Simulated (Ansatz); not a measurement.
I need a ladder of methods at one geometry of CH6FGeNSi, SMILES [F][GeH2][N]=C[SiH3]. Use the Ansatz DFT code, driven from Python. Level of theory (for the species named): HSE06, def2-SVP basis, multiplicity 1. The script varies functional: hse06, blyp, pbe, lda.

`ch6fgensi.xyz`
```text
11

F    -2.86340    0.78580    0.64400
Ge   -1.37680    1.67380    0.62000
N    -0.02290    0.44530    0.56810
C     0.20350   -0.37940   -0.38920
Si    1.52060   -1.60600   -0.40210
H    -1.29100    2.59910   -0.63500
H    -1.22550    2.54900    1.90170
H    -0.53900   -0.37950   -1.21680
H     0.97980   -2.94820   -0.35190
H     2.34390   -1.40570    0.84270
H     2.33610   -1.39110   -1.56080
```

Script `methods.py`:
```python
from dataclasses import dataclass
from pathlib import Path

import ansatz as az
import numpy as np


@dataclass(frozen=True)
class Settings:
    basis: str = "def2-SVP"


opts = Settings()


def main() -> None:
    ch6fgensi = az.Crystal.molecule_from_extxyz("ch6fgensi.xyz")

    base = ch6fgensi.calculation().basis(gaussian=opts.basis)

    print("functional    E (Ha)        dipole (D)   HOMO (eV)  LUMO (eV)")
    for name in ["hse06", "blyp", "pbe", "lda"]:
        summary = base.functional(name).forces().orbitals().run(runs_dir="runs").report
        lines = Path(summary["orbitals_path"]).read_text().splitlines()
        field_of = lambda key: [line.split("=")[1].strip() for line in lines if line.startswith(key)]
        orbitals = [(27.211386 * float(e), s, float(n)) for e, s, n in zip(field_of("Ene="), field_of("Spin="), field_of("Occup="))]
        homo = max(e for e, _, n in orbitals if n > 0.5)
        lumo = min(e for e, _, n in orbitals if n < 0.5)
        dipole = 4.803205 * np.linalg.norm(summary["charge_distribution"]["dipole_moment_e_ang"])
        print(f"{name:10s} {summary['free_energy_ev'] / 27.211386246:14.6f} {dipole:9.3f} {homo:11.3f} {lumo:10.3f}")


if __name__ == "__main__":
    main()
```

```console
$ python methods.py
functional    E (Ha)        dipole (D)   HOMO (eV)  LUMO (eV)
hse06        -2561.676064     1.662      -6.465     -2.132
blyp         -2562.283228     1.497      -5.295     -2.539
pbe          -2561.598341     1.510      -5.434     -2.744
lda          -2556.478466     1.571      -5.526     -2.957
```

What to keep in mind:
- Total energies depend on the basis set; only differences at equal settings carry meaning.
- The geometry is a force-field or estimated start, not a minimum of this method, and the basis set is short of its limit. A lower total doesn't mark the better method: functionals have no common bound, and MP2 and coupled cluster aren't variational.
- Levels such as HOMO and LUMO are orbital energies: with these approximate functionals they aren't the ionisation energy and electron affinity, and their gap isn't the fundamental gap.
- hse06 follows the composition of plane-wave codes, whose totals differ by tens of mHa, up to about 0.1 Ha, from the form usual in Gaussian-basis programs (wpbeh).
- Hardware and time: 18 s on 1 thread of Arm Neoverse V2, on a shared host, peak memory 0.37 GiB.
